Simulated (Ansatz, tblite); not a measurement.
# NbOCl3 (NbCl₃O): one state, many levels

One table from this session's results is given with a row withheld; the runs are named, their logs left out.

Program: Ansatz 0.2.0, Gaussian basis. Level of theory: as each input shows. These are calculated values, not measurements.

Plan: GFN1-xTB, GFN2-xTB, PBE-D4/def2-TZVP, r2SCAN-D4/def2-TZVP, ωB97M-V/def2-TZVP, LDA/def2-TZVP, revPBE-D4/def2-TZVP, LC-ωPBE/def2-TZVP, HF/def2-TZVP, PBE-QIDH/def2-TZVP, B97M-V/def2-TZVP, PBE-D4/def2-SVP, PBE0-D4/def2-SVP, PBE0-D4/def2-TZVPD, PBE-D4/def2-TZVPD, r2SCAN-D4/def2-TZVPD, CCSD(T)/def2-TZVP, RPA/def2-TZVP.

1 further run of the same task is left out (set aside as unsound or not needed). Runs told in other sessions of the task aren't counted.

## The geometry

The geometry is that of the singlet, from an earlier relaxation (PBE-D4/def2-SVP).

5 atoms, charge 0, spin multiplicity 1.

Bond lengths: Nb1–O2 1.699 Å, Nb1–Cl3 2.294 Å, Nb1–Cl4 2.294 Å, Nb1–Cl5 2.294 Å. Angles: O2–Nb1–Cl3 107.5°, O2–Nb1–Cl4 107.5°, O2–Nb1–Cl5 107.5°, Cl3–Nb1–Cl4 111.4°, Cl3–Nb1–Cl5 111.4°, Cl4–Nb1–Cl5 111.4°.

Coordinates:

```xyz
5
charge 0, multiplicity 1
Nb    0.0003   -0.0007    0.0742
O     0.0086   -0.0158    1.7727
Cl    2.1849    0.0111   -0.6261
Cl   -1.1017    1.8974   -0.5935
Cl   -1.0921   -1.8921   -0.6274
```

Formally the metal is d0. Nb takes a core potential in the def2 sets. No spin-orbit coupling is included.

PBE0-D4/def2-TZVP was run before; its log isn't repeated, and its numbers join the tables.

The first run:

Tight binding, by tblite at 300 K electronic temperature and without a spin-polarisation term:

```python
tblite.interface.Calculator('GFN1-xTB', numbers, positions, charge=0, uhf=0).singlepoint()
```

Tight binding, by tblite at 300 K electronic temperature and without a spin-polarisation term:

```python
tblite.interface.Calculator('GFN2-xTB', numbers, positions, charge=0, uhf=0).singlepoint()
```

start.molden holds the orbitals of an earlier run on this state, given as this run's starting guess.

in.yaml

```yaml
crystal:
  periodic: [false, false, false]
  atoms:
    - {symbol: Nb, position_ang: [0.000302, -0.000689, 0.074224]}
    - {symbol: O, position_ang: [0.008644, -0.015760, 1.772740]}
    - {symbol: Cl, position_ang: [2.184870, 0.011102, -0.626101]}
    - {symbol: Cl, position_ang: [-1.101693, 1.897422, -0.593467]}
    - {symbol: Cl, position_ang: [-1.092114, -1.892084, -0.627397]}
basis:
  gaussian: {orbitals: def2-TZVP, initial_orbitals: start.molden}
hamiltonian: {xc: pbe, dispersion: d4}
scf: {omitted_lower_state_checks: [starts]}
output: {forces: true, orbitals: {seedname: orbitals}}
```

Run with:

```sh
> ansatz run in.yaml --threads 4 --pin off --events-out ev --progress --plain --max-ram 3916MiB
```

Steps of the session up to this table: PBE-D4/def2-TZVP; r2SCAN-D4/def2-TZVP; ωB97M-V/def2-TZVP; LDA/def2-TZVP; revPBE-D4/def2-TZVP; LC-ωPBE/def2-TZVP; HF/def2-TZVP; PBE-QIDH/def2-TZVP; B97M-V/def2-TZVP; PBE-D4/def2-SVP; PBE0-D4/def2-SVP; PBE0-D4/def2-TZVPD; PBE-D4/def2-TZVPD; r2SCAN-D4/def2-TZVPD; CCSD(T)/def2-TZVP; RPA/def2-TZVP.

One of the session's tables, all rows but one given; the rest of the session is left out.

```
               level  HOMO (eV)  LUMO (eV)  gap (eV)
        HF/def2-TZVP     -13.16      -0.06     13.11
       LDA/def2-TZVP      -8.56      -4.38      4.18
     PBE-D4/def2-SVP          ?          ?         ?
    PBE-D4/def2-TZVP      -8.38      -4.15      4.23
   PBE-D4/def2-TZVPD      -8.41      -4.19      4.22
 revPBE-D4/def2-TZVP      -8.32      -4.07      4.25
 r2SCAN-D4/def2-TZVP      -8.78      -4.15      4.63
r2SCAN-D4/def2-TZVPD      -8.77      -4.14      4.63
    B97M-V/def2-TZVP      -8.83      -4.10      4.73
    PBE0-D4/def2-SVP      -9.83      -3.44      6.39
   PBE0-D4/def2-TZVP      -9.84      -3.48      6.36
  PBE0-D4/def2-TZVPD      -9.84      -3.49      6.35
   LC-ωPBE/def2-TZVP     -12.63      -1.38     11.25
   ωB97M-V/def2-TZVP     -12.07      -1.43     10.64
```

Q: Estimate the row for PBE-D4/def2-SVP from the others.

The run gave: HOMO (eV): -8.31; LUMO (eV): -4.04; gap (eV): 4.27. In the column «HOMO (eV)» it is the highest.
